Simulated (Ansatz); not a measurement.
The system is CSO.

```
S O C
1.0
     3.29399    1.90179    2.02352
    -3.29399    1.90179    2.02352
     0.00000   -3.80357    2.02352
S O C
1 1 1
Direct
  0.53899 0.53290 0.55394
  0.97091 0.98096 0.99266
  0.78288 0.82232 0.81325
```

The cell comes from a database or a generator and needn't be the stable form of this composition.

The cell isn't the ideal one: atoms moved at random, drawn with an rms of 0.15 Å.

```yaml
Program: Ansatz 0.2.0
Task: relaxation of the atoms
Functional: PBE
Dispersion: D3(BJ)
Potentials_or_basis: PseudoDojo stringent (PBE files)
Cutoff: 1252 eV
Density_cutoff: 5007 eV
k_mesh: 5 × 5 × 5
Occupations: cold, width 0.05 eV
Spin: no spin polarisation
```

At the start: volume 25.35 Å³/atom.

Problem. Where does the relaxation end?

Solution. Over 7 steps the energy falls by 218.5 meV/atom; space group R3m (No. 160, to 0.05 Å).

Step by step:
| step | energy change (eV) | largest force (eV/Å) |
| --- | --- | --- |
| 1 | 0.0000 | 13.7386 |
| 2 | -0.5804 | 2.0953 |
| 3 | -0.6251 | 0.7385 |
| 4 | -0.6389 | 0.7824 |
| 5 | -0.6556 | 0.0386 |
| 6 | -0.6556 | 0.0389 |
| 7 | -0.6556 | 0.0033 |

Final structure:
```cif
data_structure
_symmetry_space_group_name_H-M 'P 1'
_symmetry_Int_Tables_number 1
_cell_length_a 4.3083
_cell_length_b 4.3083
_cell_length_c 4.3083
_cell_angle_alpha 99.736
_cell_angle_beta 99.736
_cell_angle_gamma 99.736
_cell_volume 76.06
loop_
_atom_site_label
_atom_site_type_symbol
_atom_site_fract_x
_atom_site_fract_y
_atom_site_fract_z
_atom_site_occupancy
S1 S 0.52837 0.54232 0.55083 1
O1 O 0.97832 0.99326 0.00060 1
C1 C 0.78610 0.80061 0.80842 1
```

Caveat: the thresholds are loose for stress.
